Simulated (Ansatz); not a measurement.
# AlH7N2OSi: the cost of one run

All numbers are computed with Ansatz 0.2.0, driven from Python. Level of theory: CAM-B3LYP/def2-SVPD.

## Step 1: The structure

Bond lengths: N1–Si2 1.726 Å, Si2–Al3 2.358 Å, Al3–N4 1.984 Å, Al3–O5 1.819 Å, N1–H6 1.079 Å, N1–H7 1.066 Å, Si2–H8 1.494 Å, Si2–H9 1.445 Å, N4–H10 1.018 Å, N4–H11 1.084 Å, O5–H12 1.025 Å. Angles (14 of 16 angles, heavy atoms first): N1–Si2–Al3 109.7°, Si2–Al3–N4 119.6°, Si2–Al3–O5 121.4°, N4–Al3–O5 118.8°, N1–Si2–H8 109.1°, N1–Si2–H9 109.3°, Al3–Si2–H8 108.6°, Al3–Si2–H9 110.7°, Si2–N1–H6 110.4°, Si2–N1–H7 108.2°, Al3–N4–H10 105.4°, Al3–N4–H11 100.4°, Al3–O5–H12 103.8°, H8–Si2–H9 109.4°.

No structure file is read: the coordinates are typed or built in the script.

## Step 2: The script

Input file bde_alh7n2osi.py:

```python
"""Cost of removing each kind of hydrogen from AlH7N2OSi, fragments frozen."""

import ansatz as az
from ase import Atoms


def single_point(molecule, charge=0, unpaired=0):
    calc = (
        molecule.calculation()
        .basis(gaussian="def2-SVPD")
        .functional("cam_b3lyp")
    )
    if charge:
        calc = calc.charge(charge)
    if unpaired:
        calc = calc.spin("collinear", total=unpaired)
    report = calc.run(threads=1).report
    if report["published_state_doubts"]:
        print("  doubts:", report["published_state_doubts"])
    return report["free_energy_ev"]

def without(molecule, index):
    rest = az.Crystal.molecule()
    for i, site in enumerate(molecule.cartesian_sites):
        if i != index:
            rest = rest.atom(site.symbol, site.position_ang)
    return rest


def main() -> None:
    atoms = Atoms(["N", "Si", "Al", "N", "O", "H", "H", "H", "H", "H", "H", "H"], positions=[
        (-1.852, 0.5992, 1.4835),
        (-0.6105, -0.5421, 1.1144),
        (0.475, 0.0812, -0.884),
        (2.0288, -0.9723, -1.5262),
        (-0.0092, 1.5776, -1.7984),
        (-1.4445, 1.5977, 1.5278),
        (-2.5022, 0.6668, 0.6417),
        (0.3939, -0.5462, 2.2202),
        (-1.1927, -1.8585, 0.9897),
        (2.6649, -1.0284, -0.7328),
        (1.5723, -1.9496, -1.6322),
        (0.5532, 2.3193, -1.3697),
    ])
    system = az.Crystal.molecule_from_ase(atoms)

    whole = single_point(system, 0)
    hydrogen = single_point(az.Crystal.molecule().atom("H", (0, 0, 0)), 0, 1)
    print(f"E(molecule) = {whole:.5f} eV, E(H) = {hydrogen:.5f} eV")
    for index in [6, 8, 10]:
        radical = single_point(without(system, index), 0, 1)
        print(f"H{index}: homolysis {23.060548 * (radical + hydrogen - whole):.1f} kcal/mol")


if __name__ == "__main__":
    main()
```

## Step 3: The calls as engine input

The engine receives this input (first run):

```yaml
crystal:
  periodic: [false, false, false]
  atoms:
    - { symbol: "N", position_ang: [-1.852, 0.5992, 1.4835] }
    - { symbol: Si, position_ang: [-0.6105, -0.5421, 1.1144] }
    - { symbol: Al, position_ang: [0.475, 0.0812, -0.884] }
    - { symbol: "N", position_ang: [2.0288, -0.9723, -1.5262] }
    - { symbol: O, position_ang: [-0.0092, 1.5776, -1.7984] }
    - { symbol: H, position_ang: [-1.4445, 1.5977, 1.5278] }
    - { symbol: H, position_ang: [-2.5022, 0.6668, 0.6417] }
    - { symbol: H, position_ang: [0.3939, -0.5462, 2.2202] }
    - { symbol: H, position_ang: [-1.1927, -1.8585, 0.9897] }
    - { symbol: H, position_ang: [2.6649, -1.0284, -0.7328] }
    - { symbol: H, position_ang: [1.5723, -1.9496, -1.6322] }
    - { symbol: H, position_ang: [0.5532, 2.3193, -1.3697] }
basis:
  gaussian:
    orbitals: def2-SVPD
hamiltonian:
  xc: cam_b3lyp
```

## Step 4: Launch

Launch:

```bash
$ python bde_alh7n2osi.py
```

Q: Estimate wall time and peak memory on 1 thread of Arm Neoverse V2, shared host.

About 79 s, with a peak of 0.77 GiB.
